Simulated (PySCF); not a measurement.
# CH3GaOS (SMILES C1[O][GaH][S]1): levels of theory compared

Wanted: a comparison of 6 runs (HF/STO-3G, HF/3-21G, PBE/STO-3G, B3LYP/6-31G*, PBE0/def2-SVP, BLYP/def2-SVPD) of CH3GaOS. Input form: a Python script.

Program for the calculation: PySCF 2.14.0.

## 1. Starting point

CH3GaOS: 7 atoms, total charge 0, spin state singlet. SMILES: `C1[O][GaH][S]1`. The shape comes from GFN2-xTB, which is rough for such elements, and wasn't checked as a minimum.

Bond lengths: C1–O2 1.393 Å, O2–Ga3 1.814 Å, C1–S4 1.864 Å, Ga3–S4 2.227 Å, C1–H5 1.093 Å, C1–H6 1.092 Å, Ga3–H7 1.552 Å. Some angles: C1–O2–Ga3 98.4°, O2–C1–S4 107.8°, O2–Ga3–S4 81.1°, C1–S4–Ga3 72.7°, O2–C1–H5 111.5°, O2–C1–H6 111.4°, S4–C1–H5 108.1°, S4–C1–H6 108.2°, O2–Ga3–H7 125.2°, S4–Ga3–H7 153.7°.

## 2. Energy and forces at HF/STO-3G (run 1)

The input, input.xyz:

```xyz
7

C     -0.474710     0.871300    -0.024820
O      0.359220     0.273330     0.917600
Ga     0.692760    -1.273530     0.030880
S     -0.657440    -0.310010    -1.454600
H     -0.045860     1.801290    -0.405900
H     -1.467990     1.063240     0.387140
H      1.594020    -2.425610     0.549700
```

The input, calc.py:

```python
from pyscf import gto

mol = gto.M(
    atom='input.xyz',
    charge=0,
    verbose=4,
    spin=0,
    max_memory=1860,
    basis='sto-3g',
)

mf = mol.RHF()
mf.conv_tol = 1e-10
mf.kernel()
if not mf.converged:
    mf = mf.newton().run(mf.mo_coeff, mf.mo_occ)

e_final = mf.e_tot
print('E(%s) = %.9f' % ('HF', e_final))
grad = mf.nuc_grad_method().kernel()
mf.analyze()
```

Started as:

```
$ OMP_NUM_THREADS=1 python calc.py
```

Log:

```text
PySCF version 2.14.0

[... 85 lines left out ...]
Total Energy =                       -2407.086269252736656
[... 10 lines left out ...]
MO #4   energy= -41.9425943568141  occ= 2
[... 8 lines left out ...]
MO #13  energy= -5.80910285812232  occ= 2
[... 8 lines left out ...]
MO #22  energy= -0.504735973833683 occ= 2
[... 8 lines left out ...]
MO #31  energy= -0.269241962966292 occ= 2
[... 8 lines left out ...]
MO #40  energy= 0.742976348221493  occ= 0
[... 50 lines left out ...]
Dipole moment(X, Y, Z, Debye):  0.25415, -0.82647, -0.37490
```

Wall time 5.4 s (1 thread of Intel Xeon at 2.50GHz (Skylake/Cascade Lake), shared host); peak memory 0.12 GiB.

## 3. Energy and forces at HF/3-21G (run 2)

The input, calc.py:

```python
import pyscf.grad
from pyscf import gto

mol = gto.M(
    atom=[
    ('C', (-0.474710, 0.871300, -0.024820)),
    ('O', (0.359220, 0.273330, 0.917600)),
    ('Ga', (0.692760, -1.273530, 0.030880)),
    ('S', (-0.657440, -0.310010, -1.454600)),
    ('H', (-0.045860, 1.801290, -0.405900)),
    ('H', (-1.467990, 1.063240, 0.387140)),
    ('H', (1.594020, -2.425610, 0.549700)),
],
    verbose=4,
    max_memory=1860,
    basis='3-21g',
)

calc0 = mol.RHF()
calc0.conv_tol = 1e-10
calc0.kernel()
if not calc0.converged:
    calc0 = calc0.newton().run(calc0.mo_coeff, calc0.mo_occ)

e_tot = calc0.e_tot
print('E = %.10f Eh' % e_tot)
grad = calc0.Gradients().kernel()
dip = calc0.dip_moment()
pop, q = calc0.mulliken_pop()
```

Started as:

```
$ OMP_NUM_THREADS=1 python calc.py
```

Log:

```text
PySCF version 2.14.0

[... 63 lines left out ...]
converged SCF energy = -2423.27413276856
[... 14 lines left out ...]
Dipole moment(X, Y, Z, Debye):  1.24617, -1.87291,  0.35943
[... 67 lines left out ...]
charge of    6H =     -0.13075
```

It took 6.3 s on 1 thread of Intel Xeon at 2.50GHz (Skylake/Cascade Lake), shared host; peak memory 0.13 GiB.

Runs 3 to 5 aren't shown in full; the table further down has their settings and results.

## 4. Energy and gradient at BLYP/def2-SVPD (run 6)

The input, start.xyz:

```xyz
7
CH3GaOS
C     -0.474710     0.871300    -0.024820
O      0.359220     0.273330     0.917600
Ga     0.692760    -1.273530     0.030880
S     -0.657440    -0.310010    -1.454600
H     -0.045860     1.801290    -0.405900
H     -1.467990     1.063240     0.387140
H      1.594020    -2.425610     0.549700
```

The input, run.py:

```python
import pyscf.grad
from pyscf import gto, dft

mol = gto.M(
    atom='start.xyz',
    verbose=3,
    spin=0,
    max_memory=1860,
    basis='def2-svpd',
    charge=0,
)

calc0 = dft.RKS(mol)
calc0.xc = 'blyp'
calc0.grids.level = 5
calc0.conv_tol = 1e-10
calc0.kernel()
if not calc0.converged:
    calc0 = calc0.newton().run(calc0.mo_coeff, calc0.mo_occ)

e_final = calc0.e_tot
print('Final energy', e_final)
grad = calc0.Gradients().kernel()
calc0.analyze()
```

Started as:

```
$ OMP_NUM_THREADS=1 python run.py
```

Log:

```text
converged SCF energy = -2437.79529767053
[... 28 lines left out ...]
MO #17  energy= -0.916364132758042 occ= 2
[... 22 lines left out ...]
MO #40  energy= 0.0530129038948135 occ= 0
[... 22 lines left out ...]
MO #63  energy= 0.311582659455623  occ= 0
[... 22 lines left out ...]
MO #86  energy= 0.674056232261882  occ= 0
[... 22 lines left out ...]
MO #109 energy= 1.65351417041174   occ= 0
[... 22 lines left out ...]
MO #132 energy= 3.40536612359209   occ= 0
[... 8 lines left out ...]
Dipole moment(X, Y, Z, Debye):  0.56610, -0.98718,  0.02167
```

Wall time 99 s (1 thread of Intel Xeon at 2.50GHz (Skylake/Cascade Lake), shared host); peak memory 1.4 GiB.

## 5. Overview of the runs

```csv
run,level,integration grid,energy (Eh),dipole moment (D),HOMO energy (eV),LUMO energy (eV),wall time
1,HF/STO-3G,–,-2407.086269,0.94,-7.10,5.17,5.4 s
2,HF/3-21G,–,-2423.274133,2.28,-9.95,1.46,6.3 s
3,PBE/STO-3G,5,-2409.034944,1.61,-0.06,0.38,33 s
4,B3LYP/6-31G* (spherical functions),5,-2437.965068,1.13,-6.86,-1.31,70 s
5,PBE0/def2-SVP,5,-2437.228589,1.26,-7.11,-1.02,69 s
6,BLYP/def2-SVPD,5,-2437.795298,1.14,-5.95,-1.88,99 s
```

## 6. Outcome

| quantity | value |
| --- | --- |
| run 6: total energy | -2437.79530 Eh |
| run 6: dipole moment | 1.14 D |
| run 6: HOMO energy | -5.95 eV |
| run 6: LUMO energy | -1.88 eV |
| run 6: HOMO–LUMO gap | 4.07 eV |
| run 6: largest force on an atom | 1.089 eV/Å |

The dipole moment (its size) runs from 0.94 D (HF/STO-3G) to 2.28 D (HF/3-21G). The HOMO–LUMO gap runs from 0.45 eV (PBE/STO-3G) to 12.27 eV (HF/STO-3G). Exact exchange widens orbital gaps. Totals of different functionals can't be ranked against each other. In runs 1, 3 the basis is minimal, so the values are rough. All runs together took 4.7 min, the longest 99 s.
